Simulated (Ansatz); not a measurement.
# Ge2Mo: relaxed, then solved by several methods

Aim: relax Ge2Mo, then solve it with and without frozen cores. The runs shown use PAW, LAPW and crystal datasets. Its runs: cell and atoms relaxed (PAW); the reference run (LAPW, PAW and crystal datasets).

Method: DFT PBEsol, with the methods named in each step, in Ansatz 0.2.0.

## Step 1: The starting structure

The structure is tetragonal, space group I4/mmm (No. 139). Conventional cell: a = 3.320 Å, b = 3.320 Å, c = 8.186 Å, α = 90.00°, β = 90.00°, γ = 90.00°. Ge (site symmetry 4mm) has 5 Ge at 2.65 to 2.76 Å and 5 Mo at 2.70 to 2.77 Å as nearest neighbours. Around Mo (site symmetry 4/mmm) lie 10 Ge at 2.70 to 2.77 Å.

Structure file:

```cif
data_structure
_symmetry_space_group_name_H-M 'I4/mmm'
_symmetry_Int_Tables_number 139
_cell_length_a 3.3202
_cell_length_b 3.3202
_cell_length_c 8.1864
_cell_angle_alpha 90.000
_cell_angle_beta 90.000
_cell_angle_gamma 90.000
_cell_volume 90.24
loop_
_atom_site_label
_atom_site_type_symbol
_atom_site_symmetry_multiplicity
_atom_site_Wyckoff_symbol
_atom_site_fract_x
_atom_site_fract_y
_atom_site_fract_z
_atom_site_occupancy
Ge1 Ge 4 e 0.50000 0.50000 0.16167 1
Mo1 Mo 2 a 0.00000 0.00000 0.00000 1
```

The file gives the conventional cell by its symmetry; the runs use the cell typed in the input.

Atoms are numbered in the order of the input: Ge1, Ge2, Mo3.

## Step 2: Cell and atoms relaxed, PAW

File input.yaml:

```yaml
crystal:
  lattice:
    - [-1.6600964644, 1.6600964644, 4.0931896642]
    - [1.6600964644, -1.6600964644, 4.0931896642]
    - [1.6600964644, 1.6600964644, -4.0931896642]
  atoms:
    - { symbol: Ge, position: [0.66167429, 0.66167429, 0.0] }
    - { symbol: Ge, position: [0.33832571, 0.33832571, 0.0] }
    - { symbol: Mo, position: [0.0, 0.0, 0.0] }
kpoints:
  mp_grid: { grid: [15, 15, 15] }
scf:
  occupations: { method: fermi_dirac, width: 0.05 }
hamiltonian:
  xc: pbesol
  pseudopotentials: { kind: paw }
output:
  forces: true
  stress: true
relax:
  f_tol: 0.005
  max_steps: 50
  cell: {}
```

Command:

```console
ansatz run input.yaml --threads 1 --pin off --max-ram 3072MiB --backend cpu --events-out ev --progress --plain --runs-dir out
```

Further steps of the session: The relaxed cell, LAPW; The relaxed cell, PAW; The relaxed cell, crystal datasets.

Before running it: what results should come out? Wanted: volume, relaxed; gap.

The runs gave:

```
             quantity                   value
volume, relaxed (PAW)  14.834 Å³/atom, I4/mmm
           gap (LAPW)                    none
```

Relaxing changes the volume by -1.4 %, to 14.83 Å³/atom. There is no gap at this level; the crystal is a metal here. In pressure, PAW differs from LAPW by -0.07 GPa.
